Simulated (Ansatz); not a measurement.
**SiSe (singlet): geometry optimisation**

Where does this start of SiSe (singlet) end when it is relaxed?

Program: Ansatz 0.2.0, Gaussian basis. Level of theory: RKS PBE0/def2-TZVP. These are calculated values, not measurements.

### Step 1. The system as given

2 atoms, charge 0, spin multiplicity 1.

Atoms are counted from 1 here; the program's logs count them from 0.

Bond lengths: Si1–Se2 2.148 Å.

The start is set by covalent radii. Sticks and bond lists go by distance. No spin-orbit coupling is included. 

### Step 2. The run

in.yaml

```yaml
crystal:
  periodic: [false, false, false]
  atoms:
    - {symbol: Si, position_ang: [0.000000, 0.000000, 0.000000]}
    - {symbol: Se, position_ang: [0.000000, 0.000000, 2.148300]}
basis:
  gaussian: {orbitals: def2-TZVP}
hamiltonian: {xc: pbe0}
relax: {f_tol: 0.004, max_steps: 80}
```

Command:

```sh
$ ansatz run in.yaml --threads 1 --pin off --events-out ev --progress --plain --max-ram 2176MiB
```

Before running it: what results should come out? Wanted: energy gained; shift from the start; total energy; dipole moment.

As calculated:

| quantity | value |
| --- | --- |
| steps | 5 |
| energy gained | 0.090 eV |
| shift from the start (rms) | 0.043 Å |
| total energy | -73216.5214 eV |
| dipole moment | 1.43 D |

In words: The bonds of the start are those of the end. Si1–Se2 went from 2.148 to 2.062 Å. No vibrations were run, so this is a stationary point, not a proven minimum, and this spin need not be the ground state's.
